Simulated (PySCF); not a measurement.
# The bond of InP+, level by level

An exercise on one series of results from a longer session: the logs are not shown, and one member is left open.

Computed with PySCF 2.14.0. Level: In def2-SVPD with ECP28, P def2-SVPD, scalar-relativistic core potentials.

Set-up of the first run:

A driver script around PySCF takes these settings:

```yaml
atoms: In, P
charge: 1
basis: In def2-SVPD with ECP28, P def2-SVPD
Hamiltonian: scalar-relativistic core potentials
basis_functions: 56
electrons_treated: 35
masses_in_u: 114.9039, 30.9738
levels: PBE0, PBE, r²SCAN, BHandHLYP, B97-3, r²SCAN0, HSE06, HF, MP2, SCS-MP2, CCSD, CCSD(T)
grid: 80 radial by 434 angular points
occupations: held fixed by the projection of orbital angular momentum
dissociation_limit: In+ + P, each in its ground configuration
starting_distance_in_angstrom: 2.555
values_of_2S_to_try: 1, 3
```

The run is started by

```console
$ OMP_NUM_THREADS=1 python dia.py task.json out
```

Steps of the session up to this table: Set-up; First curve: PBE0; Excited determinants; PBE (GGA); r²SCAN (meta-GGA); BHandHLYP (global hybrid GGA); B97-3; r²SCAN0 (hybrid meta-GGA); HSE06 (range-separated hybrid); UHF; Adding correlation.

One table of the session follows, with a row left open; its other results are not shown here.

| level | Re (Å) | ωe (cm⁻¹) | De (eV) |
| --- | --- | --- | --- |
| UHF | 3.511 | 62.0 | 0.164 |
| UHF-MP2 | 3.224 | 86.2 | 0.286 |
| UHF-SCS-MP2 | 3.297 | 79.9 | 0.251 |
| UHF-CCSD | 3.256 | 82.9 | 0.267 |
| UHF-CCSD(T) | 3.203 | 87.4 | 0.291 |
| PBE | 2.940 | 122.8 | 0.55 |
| r²SCAN | 2.919 | 122.1 | 0.483 |
| PBE0 | 2.965 | 116.1 | 0.460 |
| r²SCAN0 | 2.956 | 115.5 | 0.431 |
| B97-3 | 3.063 | 99.7 | 0.383 |
| HSE06 | 2.963 | 118.7 | 0.479 |
| BHandHLYP | ? | ? | ? |

Estimate the missing values for BHandHLYP.

The run gave: Re (Å): 3.071; ωe (cm⁻¹): 102.6; De (eV): 0.362. In the column «Re (Å)» it lies between B97-3 (3.063) and UHF-CCSD(T) (3.203).

De is counted to In+ + P in their ground configurations.
